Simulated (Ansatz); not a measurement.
Crystal: CsLiCr2Te2S3.

```xyz
9
Lattice="3.3193 1.9164 6.8798 -3.3193 1.9164 6.8798 0.0000 -3.8328 6.8798" Properties=species:S:1:pos:R:3 pbc="T T T"
Cs    0.0000    0.0000    0.0000
Li    0.0000    0.0000   10.3197
Cr    0.0000    0.0000   16.4802
Cr    0.0000    0.0000    4.1593
Te    0.0000    0.0000   14.0328
Te    0.0000    0.0000    6.6067
S    -2.4147    0.0000   10.3197
S     1.2074   -2.0912   10.3197
S     1.2074    2.0912   10.3197
```

The cell was built by a generator and needn't be a form met in nature.

- Program: Ansatz 0.2.0
- Task: relaxation of cell and atoms
- Functional: PBE
- Dispersion: D3(BJ)
- Potentials or basis: Ansatz PAW
- Cutoff: 420 eV (not typed: the program's choice for these potentials)
- k mesh: 4 × 4 × 4
- Occupations: fermi-dirac, width 0.05 eV
- Spin: collinear spin, ferromagnetic start
- Starting moments: [0.0, 0.0, 3.0, 3.0, 0.0, 0.0, 0.0, 0.0, 0.0] μB

At the start: volume 29.18 Å³/atom.

Question: Where does the relaxation end?

Answer: It ends after 7 steps and the volume is 26.12 Å³/atom (-10.5 %); space group R32 (No. 155, to 0.05 Å); moment 4.00 μB per cell.

The path:
```tsv
step	energy change (eV)	largest force (eV/Å)	volume (Å³)
1	0.0000	0.0070	262.58
2	-0.1249	0.0687	247.73
3	-0.1766	0.1105	233.34
4	-0.1791	0.1220	234.92
5	-0.1807	0.0182	235.27
6	-0.1807	0.0081	235.05
7	-0.1783	0.0080	235.05
```

Final structure:
```cif
data_structure
_symmetry_space_group_name_H-M 'P 1'
_symmetry_Int_Tables_number 1
_cell_length_a 7.3680
_cell_length_b 7.3680
_cell_length_c 7.3680
_cell_angle_alpha 52.797
_cell_angle_beta 52.797
_cell_angle_gamma 52.797
_cell_volume 235.05
loop_
_atom_site_label
_atom_site_type_symbol
_atom_site_fract_x
_atom_site_fract_y
_atom_site_fract_z
_atom_site_occupancy
Cs1 Cs 0.00000 0.00000 0.00000 1
Li1 Li 0.50000 0.50000 0.50000 1
Cr1 Cr 0.79481 0.79481 0.79481 1
Cr2 Cr 0.20519 0.20519 0.20519 1
Te1 Te 0.66674 0.66674 0.66674 1
Te2 Te 0.33326 0.33326 0.33326 1
S1 S 0.13752 0.86248 0.50000 1
S2 S 0.50000 0.13752 0.86248 1
S3 S 0.86248 0.50000 0.13752 1
```

Caveat: the plane-wave basis is chosen anew once the cell has moved, so the energies of steps on either side of that aren't comparable; only a ferromagnetic start was run, and an antiferromagnetic order may lie lower in energy; pairwise dispersion overbinds metals, which lowers pressure and volume.
